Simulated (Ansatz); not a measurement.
# BaZnSbF: the cost of one run

All numbers below are computed with Ansatz 0.2.0 (DFT PBE, plane waves, PAW, scalar-relativistic, no spin polarisation).

### Step 1. The system as given

The cell holds 8 atoms (Ba2F2Sb2Zn2): a = 5.737 Å, b = 6.306 Å, c = 5.909 Å, α = 97.35°, β = 87.53°, γ = 96.66°.

Structure file:

```xyz
8
Lattice="5.7345 -0.1559 -0.0271 -0.5650 6.2514 -0.6022 0.2783 -0.1688 5.9005" Properties=species:S:1:pos:R:3 pbc="T T T"
Ba    1.2764    5.3664    2.4566
Ba    4.6112    4.1617   -0.4318
F     0.3043    1.2083    4.2945
F     3.9880    5.6419    3.3180
Zn    4.2455    0.7834    5.6794
Zn    4.9934    0.8576    2.2565
Sb    2.8776    2.4482    3.1886
Sb    1.4387    2.0972    0.1757
```

### Step 2. Molecular dynamics

input.yaml reads:

```yaml
crystal:
  lattice:
    - [5.734516, -0.155878, -0.027058]
    - [-0.565008, 6.251415, -0.602216]
    - [0.278257, -0.168813, 5.900513]
  atoms:
    - { symbol: Ba, position: [0.284595, 0.879235, 0.507378] }
    - { symbol: Ba, position: [0.871801, 0.687487, 0.000985] }
    - { symbol: F, position: [0.037802, 0.214471, 0.749875] }
    - { symbol: F, position: [0.755864, 0.939215, 0.661643] }
    - { symbol: Zn, position: [0.709336, 0.169543, 0.983089] }
    - { symbol: Zn, position: [0.867891, 0.169728, 0.403726] }
    - { symbol: Sb, position: [0.51479, 0.420274, 0.585651] }
    - { symbol: Sb, position: [0.281597, 0.344284, 0.066209] }
kpoints:
  mp_grid: { grid: [3, 3, 3] }
magnetization:
  spin_polarized: false
scf:
  occupations: { method: fermi_dirac, width: 0.05 }
hamiltonian:
  pseudopotentials: { kind: paw }
  xc: pbe
basis:
  ecutwfc: 420
md:
  timestep: 1.0
  n_steps: 20
  ensemble: npt_langevin
  temperature: 2000.0
  initial_velocities: maxwell_boltzmann
  seed: 320119
  pressure: 10.0
```

Started as:

```sh
$ ansatz run input.yaml --threads 2 --pin off --max-ram 2560MiB --backend cpu --events-out ev --progress --plain --runs-dir out
```

What time and memory should one allow on 2 threads of Arm Neoverse V2, shared host?

About 2.8 min, with a peak of 0.61 GiB.
